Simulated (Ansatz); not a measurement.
I need a comparison of dispersion corrections of C3H5Br, SMILES C=CCBr. Use the Python package of Ansatz (0.2.0). Settings (for the species named): revPBE, def2-SVP basis, multiplicity 1, D3BJ dispersion.

```yaml
atoms:
  - { symbol: C, position_ang: [-0.2578, 1.2840, -0.4417] }
  - { symbol: C, position_ang: [0.3134, 0.1405, -0.4233] }
  - { symbol: C, position_ang: [0.0960, -0.8775, 0.6338] }
  - { symbol: Br, position_ang: [-0.5220, -2.4764, -0.1721] }
  - { symbol: H, position_ang: [-0.1187, 2.0247, -1.2781] }
  - { symbol: H, position_ang: [-1.0167, 1.6400, 0.3115] }
  - { symbol: H, position_ang: [1.0488, -0.0958, -1.2120] }
  - { symbol: H, position_ang: [-0.5401, -0.5519, 1.4145] }
  - { symbol: H, position_ang: [1.0856, -1.1339, 1.1503] }
```

The script, `disp_c3h5br.py`:
```python
'''Dispersion corrections for C3H5Br.'''

import ansatz as az

molecule = (
    az.Crystal.molecule()
    .atom('C', [-0.2578, 1.284, -0.4417])
    .atom('C', [0.3134, 0.1405, -0.4233])
    .atom('C', [0.096, -0.8775, 0.6338])
    .atom('Br', [-0.522, -2.4764, -0.1721])
    .atom('H', [-0.1187, 2.0247, -1.2781])
    .atom('H', [-1.0167, 1.64, 0.3115])
    .atom('H', [1.0488, -0.0958, -1.212])
    .atom('H', [-0.5401, -0.5519, 1.4145])
    .atom('H', [1.0856, -1.1339, 1.1503])
)

job = molecule.calculation().basis(gaussian='def2-SVP')
for name in ['revpbe', 'pbe0']:
    for correction in ('d3bj', 'd4'):
        report = job.functional(name, dispersion=correction).run().report
        print(f'{name:8s} {correction:5s} total {report["free_energy_ev"]:.5f} eV, of which dispersion {1000 * report["dispersion"]["energy"]["ev"]:.2f} meV')
```

```console
$ python disp_c3h5br.py
revpbe   d3bj  total -73220.69368 eV, of which dispersion -477.75 meV
revpbe   d4    total -73220.77932 eV, of which dispersion -563.40 meV
pbe0     d3bj  total -73215.29310 eV, of which dispersion -161.02 meV
pbe0     d4    total -73215.27617 eV, of which dispersion -144.10 meV
```

Total energies depend on the basis set; only differences at equal settings carry meaning. The geometry is a force-field or estimated start, not a minimum of this method, and the basis set is short of its limit. D4 holds the three-body term, and d3bj doesn't. Wall time of the script: 12 s on 1 thread of Arm Neoverse V1, with other jobs on the host, peak memory 0.26 GiB.
